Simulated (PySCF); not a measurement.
**TlSb+: from the state search to spectroscopic constants**

What are the lowest state that PBE0 finds, the bond length, vibrational wavenumber and bond energy of TlSb+, and how much do these hang on the method?

The runs use PySCF 2.14.0; Tl def2-SVP with ECP60, Sb def2-SVP with ECP28, scalar-relativistic core potentials.

## 1. The job

A driver script around PySCF takes these settings:

| Item | Value |
| --- | --- |
| atoms | Tl, Sb |
| charge | 1 |
| basis | Tl def2-SVP with ECP60, Sb def2-SVP with ECP28 |
| Hamiltonian | scalar-relativistic core potentials |
| basis functions | 52 |
| electrons treated | 43 |
| masses in u | 204.9744, 120.9038 |
| levels | PBE0, PBE, r²SCAN, B3LYP, M06-L, M06, ωB97X, HF, MP2, SCS-MP2, CCSD, CCSD(T) |
| grid | 80 radial by 434 angular points |
| occupations | held fixed by the projection of orbital angular momentum |
| dissociation limit | Tl+ + Sb, each in its ground configuration |
| starting distance in angstrom | 2.895 |
| values of 2S to try | 1, 3 |

On the command line:

```sh
> OMP_NUM_THREADS=1 python dia.py task.json out
```

Further steps of the session: PBE0 along the bond; Higher solutions at PBE0; PBE (GGA); r²SCAN; B3LYP; M06-L (meta-GGA); M06; ωB97X (range-separated hybrid); UHF; Adding correlation.

**Question.** What will these runs give? Wanted: for each run, Re; ωe; De; μ.

As calculated:

Lowest PBE0 solution found, without spin–orbit coupling: ⁴Σ⁻ (quartet), unpaired electrons σ ↑, π ↑↑. State 2 has its PBE0 minimum 0.55 eV higher, as a spin-mixed determinant (⟨S²⟩ = 1.76), so this is no gap between pure states. State 3 has its PBE0 minimum 0.60 eV higher, as a spin-mixed determinant (⟨S²⟩ = 1.76), so this is no gap between pure states. State 4 has its PBE0 minimum 1.01 eV higher. The other levels ran on the lowest alone.

| level | Re (Å) | ωe (cm⁻¹) | De (eV) | μ (D) |
| --- | --- | --- | --- | --- |
| UHF | 3.771 | 37.1 | 0.154 | -3.98 |
| UHF-MP2 | 3.460 | 54.1 | 0.294 | n/a |
| UHF-SCS-MP2 | 3.534 | 49.5 | 0.252 | n/a |
| UHF-CCSD | 3.502 | 51.6 | 0.272 | n/a |
| UHF-CCSD(T) | 3.467 | 53.9 | 0.292 | n/a |
| PBE | 3.294 | 67.4 | 0.56 | -1.12 |
| r²SCAN | 3.277 | 67.1 | 0.495 | -1.41 |
| M06-L | 3.356 | 63.9 | 0.489 | -1.64 |
| B3LYP | 3.359 | 62.7 | 0.471 | -1.48 |
| PBE0 | 3.301 | 66.1 | 0.468 | -1.54 |
| M06 | 3.266 | 74.1 | 0.55 | -1.23 |
| ωB97X | 3.282 | 70.8 | 0.488 | -1.76 |

De is counted to Tl+ + Sb in their ground configurations. A positive dipole points from Tl to Sb; in an ion it is taken about the centre of mass and does not tell which atom is negative.

What this shows: Bond lengths run from 3.266 Å (M06) to 3.771 Å (UHF). CCSD(T) can't serve as the judge here: for a weak bond in this basis it is far from its limit. Among the levels with a De in the table, it runs from 0.154 eV (UHF) to 0.56 eV (PBE).

Correlated steps freeze 8 core orbitals. Spin–orbit coupling is left out, which matters for elements this heavy, above all for dissociation energies. With spin–orbit coupling the term label itself may not hold.
